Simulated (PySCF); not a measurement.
# C2H4ClGa: the cost of one run

Computed with PySCF 2.14.0, with density-fitted response routines of our own, on a single molecule in the gas phase. Atoms count from 0, in the outputs and in this text.

1 further run of the same task is left out (for a known fault of the program).

### Step 1. The molecule as given

8 atoms, charge 0, multiplicity 1; geometry from: GFN2-xTB. The atoms were then displaced at random by about 0.01 Å, so the start is not that level's minimum.

Bonds of the start (Å): C0–C1 1.30, C1–Ga2 2.00, Ga2–Cl3 2.12, C0–H4 1.10, C0–H5 1.10, C1–H6 1.08, Ga2–H7 1.60.

### Step 2. Geometry optimisation at PBE0-D3(BJ)/def2-SVP

The job: settings as JSON, then the geometry in Å.

```
{"job": {"xc": "PBE0", "basis": "def2-SVP", "d3": "d3bj", "grid": 1, "shake": 0.01, "kind": "geom"}, "charge": 0, "multiplicity": 1}
C     -1.387660     0.207570     0.300660
C     -0.483160    -0.479340    -0.333130
Ga     1.430640     0.055700    -0.091080
Cl     3.123180    -0.884130    -0.957210
H     -2.469170     0.014090     0.211610
H     -1.138370     1.078820     0.921960
H     -0.748280    -1.320830    -0.960520
H      1.727950     1.308980     0.855240
```

The run is started by

```console
$ OMP_NUM_THREADS=1 python probes_run.py task.json out
```

The driver reads the jobs from task.json and runs them one after another.

**Question.** How long does this first job take on 1 thread of Arm Neoverse V2, shared host, and how much memory does it need?

About 25 s, with a peak of 0.41 GiB.
